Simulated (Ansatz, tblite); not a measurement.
# C₁₉H₁₄N₂S₄: a ladder of methods and basis sets, part 2 of 2

Aim: run the singlet of C₁₉H₁₄N₂S₄ at one geometry on many levels, and compare frontier levels, spin and run time.

Ansatz 0.2.0, Gaussian basis; as each input shows. The steps go on from the part before.

## Step 13: B3LYP-D4/6-31G

Input file in.yaml:

```yaml
crystal:
  periodic: [false, false, false]
  atoms:
    - {symbol: C, position_ang: [-7.204589, 1.204657, 0.429422]}
    - {symbol: N, position_ang: [-6.634346, 0.116292, -0.338648]}
    - {symbol: C, position_ang: [-7.464768, -1.014896, -0.702288]}
    - {symbol: C, position_ang: [-5.272887, -0.053009, -0.366460]}
    - {symbol: C, position_ang: [-4.536631, -1.144312, -0.843420]}
    - {symbol: C, position_ang: [-3.137715, -0.939537, -0.750282]}
    - {symbol: C, position_ang: [-2.768057, 0.281370, -0.190974]}
    - {symbol: C, position_ang: [-1.463164, 0.824430, 0.063798]}
    - {symbol: C, position_ang: [-1.103899, 2.102210, 0.509813]}
    - {symbol: C, position_ang: [0.289728, 2.283279, 0.649433]}
    - {symbol: C, position_ang: [1.038509, 1.152461, 0.311662]}
    - {symbol: C, position_ang: [2.467403, 0.988308, 0.327925]}
    - {symbol: C, position_ang: [3.452905, 1.957810, 0.554111]}
    - {symbol: C, position_ang: [4.766566, 1.445774, 0.502519]}
    - {symbol: C, position_ang: [4.826701, 0.075636, 0.232678]}
    - {symbol: C, position_ang: [5.976461, -0.780379, 0.100833]}
    - {symbol: C, position_ang: [6.023433, -2.153664, -0.172836]}
    - {symbol: C, position_ang: [7.334602, -2.673340, -0.230055]}
    - {symbol: C, position_ang: [8.315171, -1.705538, -0.001297]}
    - {symbol: C, position_ang: [9.718872, -1.863804, 0.015640]}
    - {symbol: N, position_ang: [10.889555, -1.990101, 0.030603]}
    - {symbol: S, position_ang: [7.591144, -0.134130, 0.288847]}
    - {symbol: S, position_ang: [3.207509, -0.575997, 0.054934]}
    - {symbol: S, position_ang: [-0.028101, -0.154451, -0.179014]}
    - {symbol: S, position_ang: [-4.207507, 1.208613, 0.239429]}
    - {symbol: H, position_ang: [-6.697896, 2.160221, 0.173384]}
    - {symbol: H, position_ang: [-8.275613, 1.315327, 0.175455]}
    - {symbol: H, position_ang: [-7.114161, 1.056685, 1.532765]}
    - {symbol: H, position_ang: [-8.521321, -0.691692, -0.750800]}
    - {symbol: H, position_ang: [-7.179008, -1.399274, -1.703871]}
    - {symbol: H, position_ang: [-7.385555, -1.859574, 0.023034]}
    - {symbol: H, position_ang: [-4.994074, -2.055030, -1.247078]}
    - {symbol: H, position_ang: [-2.394555, -1.676565, -1.087912]}
    - {symbol: H, position_ang: [-1.847834, 2.883412, 0.720453]}
    - {symbol: H, position_ang: [0.751765, 3.218105, 0.994512]}
    - {symbol: H, position_ang: [3.214430, 3.013141, 0.740187]}
    - {symbol: H, position_ang: [5.667380, 2.058335, 0.650533]}
    - {symbol: H, position_ang: [5.117744, -2.756857, -0.325621]}
    - {symbol: H, position_ang: [7.581803, -3.723904, -0.431406]}
basis:
  gaussian: {orbitals: 6-31G}
hamiltonian: {xc: {name: B3LYP}, dispersion: d4}
scf: {omitted_lower_state_checks: [starts]}
output: {orbitals: {seedname: orbitals}}
```

Started as:

```sh
ansatz run in.yaml --threads 2 --pin off --events-out ev --progress --plain --max-ram 32768MiB --backend cuda --devices 0, --max-vram 18GiB
```

What it wrote (excerpt; [...] marks lines left out):

```text
Functional definition: B3LYP
  name "B3LYP"
  cite "Stephens, Devlin, Chabalowski & Frisch, J. Phys. Chem. 98, 11623 (1994) doi:10.1021/j100096a001"
  cite "Becke, Phys. Rev. A 38, 3098 (1988) doi:10.1103/PhysRevA.38.3098"
  cite "Lee, Yang & Parr, Phys. Rev. B 37, 785 (1988) doi:10.1103/PhysRevB.37.785"
  cite "Vosko, Wilk & Nusair, Can. J. Phys. 58, 1200 (1980) doi:10.1139/p80-159"
[...]
3685 factors; integrals over basis functions are off by at most 2.3e-4 eV
[...]
mean field -66240.41150400 eV, -2434.2902234083 hartree, gradient 8.5e-5 eV, S^2 0.000000; 0 other end points of the search recorded, 0 dependent functions left out
reference -66240.41202634 eV, -2434.2902426041 hartree; 103, 103 occupied and 166, 166 virtual orbitals, 3685 factors
Total energy: -66243.16919861 eV, -2434.3915668161 hartree
Checks for a lower state left out: starts
```

It took 15 s on 1 × H100 (card shared with other runs) with 2 threads of AMD EPYC 7R13, shared host.

From the report: HOMO -4.72 eV, LUMO -2.29 eV.

## Step 14: MP2/def2-SVP

in.yaml: that of step 13 with these lines changed.

```diff
@@ -43,4 +43,4 @@
 basis:
-  gaussian: {orbitals: 6-31G}
-hamiltonian: {xc: {name: B3LYP}, dispersion: d4}
+  gaussian: {orbitals: def2-SVP, initial_orbitals: start.molden}
+correlation: {method: mp2}
 scf: {omitted_lower_state_checks: [starts]}
```

Same command.

What it wrote (excerpt; [...] marks lines left out):

```text
Functional definition: HF
  name "HF"
  cite "Fock, Z. Phys. 61, 126 (1930) doi:10.1007/BF01340294"
  parent pbe
[...]
4423 factors; integrals over basis functions are off by at most 1.5e-3 eV
[...]
mean field -65999.47621421 eV, -2425.4360148206 hartree, gradient 2.9e-6 eV, S^2 0.000000; 0 other end points of the search recorded, 0 dependent functions left out; unrestricted orbitals would lower it
[...]
unrestricted determinant -66000.55960137 eV, -2425.4758285644 hartree, S^2 2.3625
41 core orbitals not correlated: weight in the atoms' cores, before any rotation towards them, 1.000 or more for the frozen orbitals, at most 0.000 for the correlated occupied ones
reference -65999.47621421 eV, -2425.4360148206 hartree; 62, 62 occupied and 333, 333 virtual orbitals, 4423 factors
second order -91.38443148 eV of doubles, -0.00000000 eV of singles
Total energy: -66090.86064569 eV, -2428.7943307347 hartree
Checks for a lower state left out: starts
```

Wall time 15 s (1 × H100 (card shared with other runs) with 2 threads of AMD EPYC 7R13, shared host).

Report: Hartree-Fock HOMO -6.56 eV, LUMO 0.49 eV. Doubts: restricted state is unstable towards broken spin symmetry.

## Step 15: RPA/def2-SVP

in.yaml: that of step 14 with these lines changed.

```diff
@@ -44,4 +44,4 @@
   gaussian: {orbitals: def2-SVP, initial_orbitals: start.molden}
-correlation: {method: mp2}
+hamiltonian: {xc: pbe}
+correlation: {method: rpa}
 scf: {omitted_lower_state_checks: [starts]}
-output: {orbitals: {seedname: orbitals}}
```

The command is unchanged.

What it wrote (excerpt; [...] marks lines left out):

```text
Functional definition: PBE
  name "PBE"
  cite "Perdew, Burke & Ernzerhof, Phys. Rev. Lett. 77, 3865 (1996) doi:10.1103/PhysRevLett.77.3865"
  parent pbe
[...]
4423 factors; integrals over basis functions are off by at most 1.5e-3 eV
[...]
mean field -66174.57026749 eV, -2431.8706025955 hartree, gradient 7.0e-6 eV, S^2 0.000000; 0 other end points of the search recorded, 0 dependent functions left out
41 core orbitals not correlated: weight in the atoms' cores, before any rotation towards them, 1.000 or more for the frozen orbitals, at most 0.000 for the correlated occupied ones
reference -65994.08249757 eV, -2425.2377993899 hartree; 62, 62 occupied and 333, 333 virtual orbitals, 4423 factors
Total energy: -66134.59781570 eV, -2430.4016420866 hartree
Checks for a lower state left out: starts
```

It took 16 s on 1 × H100 (card shared with other runs) with 2 threads of AMD EPYC 7R13, shared host; peak host memory 2.1 GiB.

## Step 16: Levels side by side

```
               level  functions  HOMO (eV)  LUMO (eV)  gap (eV)   time
           HF/STO-3G        155      -4.05       3.79      7.84    9 s
            HF/6-31G        269      -6.50       0.53      7.02   15 s
       LDA/def2-TZVP        883      -4.60      -3.20      1.40   13 s
     PBE-D4/def2-SVP        436      -4.31      -2.85      1.46    8 s
    PBE-D4/def2-TZVP        883      -4.39      -2.97      1.42   15 s
 r2SCAN-D4/def2-TZVP        883      -4.49      -2.95      1.54   18 s
r2SCANh-D4/def2-TZVP        883      -4.76      -2.76      2.00   20 s
      B3LYP-D4/6-31G        269      -4.72      -2.29      2.43   15 s
    PBE0-D4/def2-SVP        436      -5.09      -2.39      2.70  9.5 s
   PBE0-D4/def2-TZVP        883      -5.10      -2.45      2.65   19 s
  BHLYP-D4/def2-TZVP        883      -5.69      -1.70      3.99   15 s
```

The pieces so far (eV):

```
   basis           HF  MP2 correlation              total
def2-SVP  -65999.4762         -91.3844  -66090.8606 (MP2)
```

## Step 17: Binding energy

Free atoms were run apart at each level; binding is atoms less cluster, divided by the number of atoms, without zero-point or spin-orbit terms.

```
               level  binding an atom (eV)
           HF/STO-3G                 3.991
            HF/6-31G                 3.129
         HF/def2-SVP                 3.522
       LDA/def2-TZVP                 5.834
     PBE-D4/def2-SVP                 5.264
    PBE-D4/def2-TZVP                 5.198
 r2SCAN-D4/def2-TZVP                 4.998
r2SCANh-D4/def2-TZVP                 4.953
      B3LYP-D4/6-31G                 4.737
    PBE0-D4/def2-SVP                 5.117
   PBE0-D4/def2-TZVP                 5.052
  BHLYP-D4/def2-TZVP                 4.740
        MP2/def2-SVP                 4.875
```

## Step 18: Results

This closing draws on all 2 parts.

| quantity | value |
| --- | --- |
| gap in def2-TZVP, named functionals, smallest and largest | 1.40 eV (LDA), 3.99 eV (BHLYP-D4) |
| correlation energy, MP2/def2-SVP | -91.38 eV |
| binding an atom, functionals in def2-TZVP | 4.74 (BHLYP-D4) to 5.83 eV (LDA) |
| PBE0 total energy, smallest basis above largest | 39.18 eV (def2-SVP, def2-TZVP) |

Orbital gaps of the named functionals in def2-TZVP span 1.40 eV (LDA) to 3.99 eV (BHLYP-D4); exact exchange widens it.

The slowest run with a step of its own, r2SCANh-D4/def2-TZVP, took 20 s; the quickest functional in def2-TZVP took 13 s (shared host).
